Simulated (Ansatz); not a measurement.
# FeO: the cost of one run

Method: the levels named in each step, in Ansatz 0.2.0.

## (1) Starting point

Bond lengths: O1–Fe2 1.601 Å.

Structure file:

```xyz
2

O     0.0000    0.0000    0.0000
Fe    0.0000    0.0000    1.6010
```

## (2) A rough first relaxation, PBE-D4/def2-SVP

This run stands in another session on the same molecule. It ended at:

```xyz
2

O     0.0000    0.0000    0.0073
Fe    0.0000    0.0000    1.5937
```

## (3) Relaxation, PBE0-D4/def2-TZVPP

This run stands in another session on the same molecule. It ended at:

```xyz
2

O     0.0000    0.0000    0.0013
Fe    0.0000    0.0000    1.5998
```

## (4) Bond length 1.4067 Å, PBE0-D4/def2-QZVPP

File input.yaml:

```yaml
crystal:
  periodic: [false, false, false]
  atoms:
    - { symbol: O, position_ang: [0.0, 0.0, 0.0] }
    - { symbol: Fe, position_ang: [0.0, 0.0, 1.4067] }
magnetization:
  spin_polarized: true
  initial_magnetization: 4
basis:
  gaussian: { orbitals: def2-QZVPP.json }
hamiltonian:
  xc: pbe0
  dispersion: d4
```

Launch:

```
$ ansatz run input.yaml --threads 4 --pin off --max-ram 10240MiB --backend cpu --events-out ev --progress --plain --runs-dir out
```

**Question.** How long does this run take on 4 threads of Intel Xeon Platinum 8559C (Emerald Rapids), shared host, and how much memory does it need?

About 2.8 s, with a peak of 0.35 GiB.
